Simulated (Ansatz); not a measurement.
# AlH5NOPSi: the cost of one run

Program: Ansatz 0.2.0. Level of theory: RKS B3LYP/def2-SVP. These are calculated values, not measurements.

### 1 The system as given

Bond lengths: Al1–N2 1.860 Å, N2–Si3 1.769 Å, Si3–O4 1.801 Å, N2–P5 1.825 Å, O4–P5 1.724 Å, Al1–H6 1.660 Å, Al1–H7 1.601 Å, Si3–H8 1.468 Å, Si3–H9 1.406 Å, P5–H10 1.420 Å. Angles (14 of 16 angles, heavy atoms first): Al1–N2–Si3 108.8°, Al1–N2–P5 111.0°, Si3–N2–P5 91.1°, N2–Si3–O4 87.4°, Si3–O4–P5 93.3°, N2–P5–O4 88.0°, N2–Al1–H6 120.9°, N2–Al1–H7 122.4°, N2–Si3–H8 109.7°, N2–Si3–H9 114.9°, O4–Si3–H8 107.7°, O4–Si3–H9 113.9°, N2–P5–H10 98.7°, O4–P5–H10 94.4°.

Coordinates:

```xyz
10

Al   -0.9144    1.4104   -0.1175
N     0.2669    0.3514    0.8529
Si   -0.0746   -1.3487    0.5053
O     1.5651   -1.4434   -0.2336
P     1.8816    0.2340    0.0109
H    -1.7728    2.6254    0.6181
H    -1.1696    1.1971   -1.6835
H    -0.0467   -2.1236    1.7513
H    -1.1227   -1.5666   -0.4065
H     1.4705    0.6127   -1.2945
```

### 2 Relaxing end A

The input, input.yaml:

```yaml
crystal:
  periodic: [false, false, false]
  atoms:
    - { symbol: Al, position_ang: [-0.9144, 1.4104, -0.1175] }
    - { symbol: "N", position_ang: [0.2669, 0.3514, 0.8529] }
    - { symbol: Si, position_ang: [-0.0746, -1.3487, 0.5053] }
    - { symbol: O, position_ang: [1.5651, -1.4434, -0.2336] }
    - { symbol: P, position_ang: [1.8816, 0.234, 0.0109] }
    - { symbol: H, position_ang: [-1.7728, 2.6254, 0.6181] }
    - { symbol: H, position_ang: [-1.1696, 1.1971, -1.6835] }
    - { symbol: H, position_ang: [-0.0467, -2.1236, 1.7513] }
    - { symbol: H, position_ang: [-1.1227, -1.5666, -0.4065] }
    - { symbol: H, position_ang: [1.4705, 0.6127, -1.2945] }
basis:
  gaussian: { orbitals: def2-SVP }
hamiltonian:
  xc: b3lyp
relax:
  f_tol: 0.02
  max_steps: 50
```

On the command line:

```bash
> ansatz run input.yaml --threads 2 --pin off --max-ram 3072MiB --backend cpu --events-out ev --progress --plain --runs-dir out
```

What time and memory should one allow on 2 threads of Arm Neoverse V2, shared host?

About 54 s, with a peak of 0.24 GiB.
